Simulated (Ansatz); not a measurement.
**SO (sulfur oxide) at UB3LYP/6-31G(d) (spherical functions)**

What is the electronic atomisation energy of SO (sulfur oxide) at UB3LYP/6-31G* (spherical functions)? 

The results are computed with Ansatz 0.2.0.

36 further runs of the same task are left out: 4 that didn't finish, 32 set aside as unsound or not needed.

### 1 Starting point

SO has 2 atoms, charge 0, and is taken as a triplet. As SMILES, `O=S`. The bond length is the measured one.

Bond lengths: O1–S2 1.481 Å.

### 2 A single-point energy at UB3LYP/6-31G(d) (spherical functions)

job.yaml reads:

```yaml
basis:
  gaussian: {orbitals: 6-31G_st_-spherical.json}
crystal:
  periodic: [false, false, false]
  atoms:
    - symbol: O
      position_ang: [0.000000, 0.000000, 0.000000]
    - symbol: S
      position_ang: [0.000000, 0.000000, 1.481087]
total_charge: 0
magnetization: {spin_polarized: true, initial_magnetization: 2}
hamiltonian: {xc: {name: B3LYP}}
accuracy: high
output: {orbitals: {seedname: orbitals}}
```

The basis set 6-31G* is read from a file made from the Basis Set Exchange's data (not shown).

Launch:

```sh
ansatz run job.yaml --threads 1 --pin off --max-ram 3480MiB --events-out events.jsonl --progress --plain --runs-dir runs
```

Standard output:

```text
Warning: RAYON_NUM_THREADS=1 ignored (pool sized by the plan → 1); use --threads N
Functional definition: B3LYP
  name "B3LYP"
  parameter a0 = 0.2
  parameter ax = 0.72
  parameter ac = 0.81
  exchange = (1 - a0 - ax)*slater_x + ax*b88_x + a0*exact_x
  correlation = (1 - ac)*vwn_rpa_c + ac*lyp_c
549 factors; integrals over basis functions are off by at most 3.6e-9 eV
mean field evaluation 1: about -12876.5660 eV, gradient 3.2e1 eV
mean field evaluation 2: about -12856.8652 eV, gradient 7.3e1 eV
mean field evaluation 4: about -12880.3210 eV, gradient 1.9e0 eV
mean field evaluation 8: about -12880.4247 eV, gradient 2.8e-1 eV
mean field evaluation 16: about -12880.4251 eV, gradient 1.2e-5 eV
mean field -12880.42505300 eV, -473.3468900321 hartree, gradient 1.4e-8 eV, S^2 2.006152; 0 other end points of the search recorded, 0 dependent functions left out
reference -12880.42507658 eV, -473.3468908987 hartree; 13, 11 occupied and 19, 21 virtual orbitals, 549 factors
Total energy: -12880.42507658 eV, -473.3468908987 hartree
```

It took 1.6 s on 1 thread of Arm Neoverse V1, shared host; peak memory 0.11 GiB.

### 3 The O atom at the same level

run.yaml reads:

```yaml
crystal:
  periodic: [false, false, false]
  atoms:
    - {symbol: O, position_ang: [0.000000, 0.000000, 0.000000]}
basis:
  gaussian: {orbitals: 6-31G_st_-spherical.json}
magnetization: {spin_polarized: true, initial_magnetization: 2}
hamiltonian: {xc: {name: B3LYP}}
accuracy: high
```

The basis set 6-31G* is read from a file made from the Basis Set Exchange's data (not shown).

Run the same way, it converges to -75.05940 Eh (log not shown).

### 4 The S atom at the same level

molecule.yaml reads:

```yaml
crystal:
  periodic: [false, false, false]
  atoms:
    - {symbol: S, position_ang: [0.000000, 0.000000, 0.000000]}
basis:
  gaussian: {orbitals: 6-31G_st_-spherical.json}
magnetization: {spin_polarized: true, initial_magnetization: 2}
hamiltonian: {xc: {name: B3LYP}}
accuracy: high
```

The basis set 6-31G* is read from a file made from the Basis Set Exchange's data (not shown).

Run the same way, it converges to -398.10192 Eh (log not shown).

### 5 What came out

Level: UB3LYP/6-31G* (spherical functions).

```
                                    quantity          value
                      molecule: total energy  -473.34689 Eh
molecule: HOMO energy (highest over α and β)       -7.02 eV
 molecule: LUMO energy (lowest over α and β)       -3.27 eV
                              molecule: ⟨S²⟩          2.006
                        O atom: total energy   -75.05940 Eh
                                O atom: ⟨S²⟩          2.002
                        S atom: total energy  -398.10192 Eh
                                S atom: ⟨S²⟩          2.002
               electronic atomisation energy       5.050 eV
```

What this shows: Taking the molecule apart into free atoms costs 5.05 eV (116 kcal/mol), before zero-point energy and without spin-orbit coupling.
